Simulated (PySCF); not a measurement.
# Se⁺ (quartet): changing the method

Starting from one script, swap the method and compare what comes out for Se⁺ (quartet).

The runs use PySCF 2.14.0; method and basis as typed in the scripts.

1 further run of the same task is left out (it didn't finish).

**1. The atom**

Se⁺ (quartet): 1 atom, charge 1, spin multiplicity 4.

**2. The run that the others are compared with**

Input file input.py:

```python
from pyscf import gto, scf

mol = gto.M(
    atom='Se 0 0 0',
    basis='sbkjc',
    ecp={'Se': 'sbkjc'},
    charge=1,
    spin=3,
    symmetry=True,
    verbose=4,
)
mf = scf.ROHF(mol)
mf.kernel()
mf.mulliken_pop()
mf.dip_moment()
print('orbital energies (hartree):', mf.mo_energy[..., max(0, mol.nelec[1]-3):mol.nelec[0]+3].round(4))
```

Started as:

```sh
OMP_NUM_THREADS=1 python input.py
```

The log of this run is left out.

It gives: E(SCF) = -8.825864 Eh, 6 cycles.

The quartet is typed in the script; nothing here shows that it is the ground state.

**3. SCF alone**

Edit 1 changes step after the SCF: analyze → none.

Input file input.py:

```python
from pyscf import gto, scf

mol = gto.M(
    atom='Se 0 0 0',
    basis='sbkjc',
    ecp={'Se': 'sbkjc'},
    charge=1,
    spin=3,
    symmetry=True,
    verbose=4,
)
mf = scf.ROHF(mol)
mf.kernel()
mf.dip_moment()
print('orbital energies (hartree):', mf.mo_energy[..., max(0, mol.nelec[1]-3):mol.nelec[0]+3].round(4))
```

Started as:

```sh
OMP_NUM_THREADS=1 python input.py
```

**4. UHF**

Edit 2 changes SCF type: ROHF → UHF.

Input file input.py:

```python
from pyscf import gto, scf

mol = gto.M(
    atom='Se 0 0 0',
    basis='sbkjc',
    ecp={'Se': 'sbkjc'},
    charge=1,
    spin=3,
    symmetry=True,
    verbose=4,
)
mf = scf.UHF(mol)
mf.kernel()
mf.mulliken_pop()
mf.dip_moment()
print('orbital energies (hartree):', [e[max(0, n-3):n+3].round(4) for e, n in zip(mf.mo_energy, mol.nelec)])
```

**5. CISD**

Edit 3 changes step after the SCF: analyze → cisd.

Edit input.py of step 2 so:

```diff
@@ -1,2 +1,2 @@
-from pyscf import gto, scf
+from pyscf import gto, scf, ci
 
@@ -13,3 +13,3 @@
 mf.kernel()
-mf.mulliken_pop()
+ci.CISD(mf).kernel()
 mf.dip_moment()
```

**6. RHF**

Edit 4 changes SCF type: ROHF → RHF.

Edit input.py of step 2 so:

```diff
@@ -11,3 +11,3 @@
 )
-mf = scf.ROHF(mol)
+mf = scf.RHF(mol)
 mf.kernel()
```

**Question.** What will these runs give? Wanted: for each run, E(SCF); from base; gap, α spin; after the SCF.

The runs gave:

```
      run  E(SCF) (hartree)  from base (eV)  cycles  gap, α spin (eV)               after the SCF
     base         -8.825864               0       6               n/a                         n/a
SCF alone         -8.825864          0.0000       6               n/a                         n/a
      UHF         -8.825979         -0.0031       6             23.01                         n/a
     CISD         -8.825864          0.0000       6               n/a  CISD correlation -0.114 eV
      RHF         -8.825864          0.0000       6               n/a                         n/a
```

What this shows: With RHF the SCF ends at the base energy.
